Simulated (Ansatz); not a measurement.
**SrV under changes of volume**

One of the cells (21.853 Å³/atom); the others are scaled copies at fixed shape and fractional positions:

```
Sr V
1.0
     0.00000    2.79577    2.79577
     2.79577    0.00000    2.79577
     2.79577    2.79577    0.00000
Sr V
1 1
Direct
  0.00000 0.00000 0.00000
  0.50000 0.50000 0.50000
```

The cell was built by a generator and needn't be a form met in nature.

| Quantity | Value |
| --- | --- |
| Program | Ansatz 0.2.0 |
| Functional | PBE |
| Potentials or basis | all-electron LAPW, scalar-relativistic |
| Cutoff | 223 eV (chosen from the basis error) |
| Basis error allowed | 0.0005 eV/atom |
| k mesh | 8 × 8 × 8 |
| Occupations | fermi-dirac, width 0.05 eV |
| Spin | collinear spin, ferromagnetic start |
| Starting moments | [0.0, 2.0] μB |

```tsv
volume (Å³/atom)	energy over the lowest point (meV/atom)	pressure (GPa)	moment (μB per cell)
20.541	320.36	24.3	2.96
20.978	256.24	22.6	2.98
21.415	196.76	21.0	3.00
21.853	141.64	19.4	3.02
22.290	?	?	?
22.727	43.48	16.7	3.05
23.164	0.00	15.4	3.06
```

**Question.** What does the run at 22.290 Å³/atom give?

**Answer.** Energy over the lowest point 90.60 meV/atom; pressure 18.0 GPa; moment 3.04 μB per cell.

Worked out: A Birch-Murnaghan fit of order 3 (a polynomial in V^(-2/3)) to the other rows has no minimum within the range. It gives 90.63 meV/atom at 22.290 Å³/atom, against the run's 90.60, and -dE/dV = 18.0 GPa, against 18.0. A straight line through the other rows of the moment, of slope 0.0385 μB per Å³/atom, gives 3.03 μB, against the run's 3.04.

Energies are extrapolated to zero smearing.
